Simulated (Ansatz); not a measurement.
Crystal: Nb3Pd.

```
Pd Nb
1.0
     1.72259   -2.21736    0.00000
     1.72259    2.21736    0.00000
     0.00000    0.00000    9.07671
Pd Nb
1 3
Direct
  0.00000 0.00000 0.00000
  0.50000 0.50000 0.23979
  0.00000 0.00000 0.50000
  0.50000 0.50000 0.76021
```

The cell comes from a database or a generator and needn't be the stable form of this composition.

Base run:

* Program: Ansatz 0.2.0
* Functional: LDA
* Potentials or basis: all-electron LAPW, scalar-relativistic
* Cutoff: 236 eV (chosen from the basis error)
* Basis error allowed: 0.002 eV/atom
* k mesh: 10 × 10 × 3
* Occupations: fermi-dirac, width 0.05 eV
* Spin: no spin polarisation

Its results: pressure -11.1 GPa; largest force 0.073 eV/Å.

**Question.** The run is repeated on the same cell with these changes: functional from LDA to PBEsol. What comes out?

**Answer.** Pressure -6.9 GPa; largest force 0.024 eV/Å.

PBEsol binds less tightly than LDA, so the same cell stands under more pressure.
